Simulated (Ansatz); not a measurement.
# O3W: the cost of one run

Method: the levels named in each step, in Ansatz 0.2.0.

## Step 1: The structure to begin with

Bond lengths: O1–W2 1.718 Å, W2–O3 1.718 Å, W2–O4 1.718 Å. Angles: O1–W2–O3 120.0°, O1–W2–O4 120.0°, O3–W2–O4 120.0°.

Structure file:

```xyz
4

O    -0.1879    1.7073   -0.0244
W     0.0000    0.0000   -0.0001
O     1.5726   -0.6911    0.0043
O    -1.3847   -1.0163    0.0202
```

## Step 2: A rough first relaxation, PBE-D4/def2-SVPD

The input, input.yaml:

```yaml
crystal:
  periodic: [false, false, false]
  atoms:
    - { symbol: O, position_ang: [-0.1879, 1.70727, -0.02439] }
    - { symbol: W, position_ang: [1.0e-05, 1.0e-05, -9.0e-05] }
    - { symbol: O, position_ang: [1.57261, -0.69107, 0.00432] }
    - { symbol: O, position_ang: [-1.38473, -1.01627, 0.02018] }
basis:
  gaussian: { orbitals: def2-SVPD }
hamiltonian:
  xc: pbe
  dispersion: d4
relax:
  f_tol: 0.03
  max_steps: 200
```

The run is started by

```console
$ ansatz run input.yaml --threads 4 --pin off --max-ram 10240MiB --backend cpu --events-out ev --progress --plain --runs-dir out
```

**Question.** How long does this run take on 4 threads of AMD EPYC 9R45 (Zen 5), shared host, and how much memory does it need?

About 4.4 s, with a peak of 0.2 GiB.
